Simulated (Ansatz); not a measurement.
Run this with the Ansatz DFT code, driven from Python and show what comes out.

Input file `input.yaml`:
```yaml
crystal:
  lattice:
    - [0.0, 5.335818, 5.335818]
    - [5.335818, 0.0, 5.335818]
    - [5.335818, 5.335818, 0.0]
  atoms:
    - { symbol: Rb, position: [0.25, 0.25, 0.25] }
    - { symbol: Rb, position: [0.75, 0.75, 0.75] }
    - { symbol: Rb, position: [0.5, 0.5, 0.5] }
    - { symbol: Na, position: [0.0, 0.0, 0.0] }
kpoints:
  mp_grid: { kspacing: 0.3 }
hamiltonian:
  xc: pbesol
scf:
  occupations: { method: cold, width: 0.1 }
basis:
  ecutwfc: "510 eV"
output:
  forces: true
  stress: true
```

`yaml_run.py`
```python
"""Run a YAML input for Rb3Na from Python."""

import json

import ansatz as az
import numpy as np

planned = az.Session.from_deck("input.yaml").plan(threads=1, pin="off")
res = planned.execute()
rep = res.report

print(f"free energy      {rep['free_energy_ev']:.5f} eV")
print(f"per atom         {rep['free_energy_ev'] / len(res.lattice.sites):.5f} eV")
print(f"SCF iterations   {rep['n_iterations']}  (converged: {rep['converged']})")

# pressure is a third of the trace
sigma = rep["stress_gpa"]
voigt = [sigma[0][0], sigma[1][1], sigma[2][2], sigma[1][2], sigma[0][2], sigma[0][1]]
print("stress xx yy zz yz xz xy (GPa, compression positive):", " ".join(f"{s:.3f}" for s in voigt))
print("P =", round(10 * float(np.mean(voigt[:3])), 2), "kbar")

# forces in eV per angstrom
print("forces (eV/A)")
for site, force in zip(res.lattice.sites, rep["forces_ev_ang"]):
    print(f"  {site.symbol:2s} {force[0]:9.4f} {force[1]:9.4f} {force[2]:9.4f}")

keep = ["free_energy_ev", "energy_sigma0_ev", "fermi_energy_ev", "n_iterations", "converged", "magnetization_mub", "n_kpoints"]
with open("rb3na.json", "w") as handle:
    json.dump({key: rep[key] for key in keep}, handle, indent=1)

terms = rep["components"]
print({name: round(terms[name], 3) for name in ("e_kinetic", "e_hartree", "e_xc", "e_local", "e_nonlocal")})
```

```console
$ python yaml_run.py
free energy      -11126.72809 eV
per atom         -2781.68202 eV
SCF iterations   7  (converged: True)
stress xx yy zz yz xz xy (GPa, compression positive): -0.201 -0.201 -0.201 0.000 -0.000 -0.000
P = -2.01 kbar
forces (eV/A)
  Rb   -0.0000    0.0000    0.0000
  Rb    0.0000    0.0000   -0.0000
  Rb   -0.0000   -0.0000    0.0000
  Na   -0.0000    0.0000    0.0000
{'e_kinetic': 692.572, 'e_hartree': 1162.476, 'e_xc': -420.681, 'e_local': -3650.231, 'e_nonlocal': 641.038}
```

It writes `rb3na.json`:
```json
{
 "free_energy_ev": -11126.728093385293,
 "energy_sigma0_ev": -11126.727984584895,
 "fermi_energy_ev": 1.9437402433938002,
 "n_iterations": 7,
 "converged": true,
 "magnetization_mub": 0.0,
 "n_kpoints": 8
}
```

Reading the output:
- Absolute energies stand on the zero of these potentials, so only differences at equal settings mean something.
- The energy terms are those on the plane-wave grid, with the one-centre PAW part apart; the terms shown are only some of the summands, so they needn't add up to F.
- The mesh is modest for a metal, so energies can be off by several to tens of meV an atom and pressures by half a GPa or more; differences at equal mesh fare better.
- This cell is a computed structure, which may not be the phase found in nature.
- It ran for 3.3 s on 1 thread of Arm Neoverse V2, with other jobs on the host, peak memory 0.58 GiB.

(Lines on the test bed's own set-up are left out of the output.)
